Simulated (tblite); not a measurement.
# C7H14BBr: the cost of one run

Programs: tblite 0.8.0 and PySCF 2.14.0, with density-fitted response routines of our own. Each step states its level of theory. These are calculated values for one molecule in the gas phase, unless marked as measured. Atoms are numbered from 0 throughout.

**1. The starting structure**

23 atoms, charge 0, multiplicity 1; geometry from: force field or distance geometry start.

Bonds of the start (Å): C0–B1 1.59, B1–C2 1.61, B1–C3 1.59, C3–C4 1.51, C4–C5 1.36, C5–C6 1.51, C5–C7 1.50, C7–Br8 1.93, C0–H9 1.11, C0–H10 1.11, C0–H11 1.10, C2–H12 1.10, C2–H13 1.11, C2–H14 1.12, C3–H15 1.09, C3–H16 1.12, C4–H17 1.08, C6–H18 1.10, C6–H19 1.10, C6–H20 1.11, C7–H21 1.11, C7–H22 1.11.

**2. Geometry optimisation with GFN2-xTB**

What the job is given:

```
{"job": {"kind": "relax", "xc": "GFN2-xTB", "basis": "xTB"}, "charge": 0, "multiplicity": 1}
C      2.280400     0.593400    -1.232800
B      1.625500    -0.166500    -0.002400
C      2.127800     0.168200     1.487100
C      0.531100    -1.302900    -0.231700
C     -0.744000    -0.993700     0.522300
C     -1.690500    -0.128000     0.072500
C     -1.555100     0.586000    -1.255500
C     -2.899800     0.119800     0.932700
Br    -2.417700     1.107300     2.521500
H      2.072900     1.682800    -1.127400
H      1.828300     0.234500    -2.186200
H      3.363200     0.416400    -1.247100
H      2.534100    -0.739000     1.964900
H      2.902800     0.959900     1.454100
H      1.255600     0.541600     2.087000
H      0.331900    -1.466600    -1.291500
H      0.947200    -2.256400     0.180000
H     -0.894900    -1.498300     1.468300
H     -1.505500    -0.154100    -2.071300
H     -2.418600     1.249000    -1.437200
H     -0.646500     1.219400    -1.255300
H     -3.363900    -0.850900     1.225200
H     -3.669000     0.705100     0.392100
```

The run is started by

```sh
OMP_NUM_THREADS=1 python probes_run.py task.json out
```

This one command runs all jobs of the session in turn.

Q: Estimate the wall time of this first job on 1 thread of Arm Neoverse V2, shared host.

About 1.6 s.
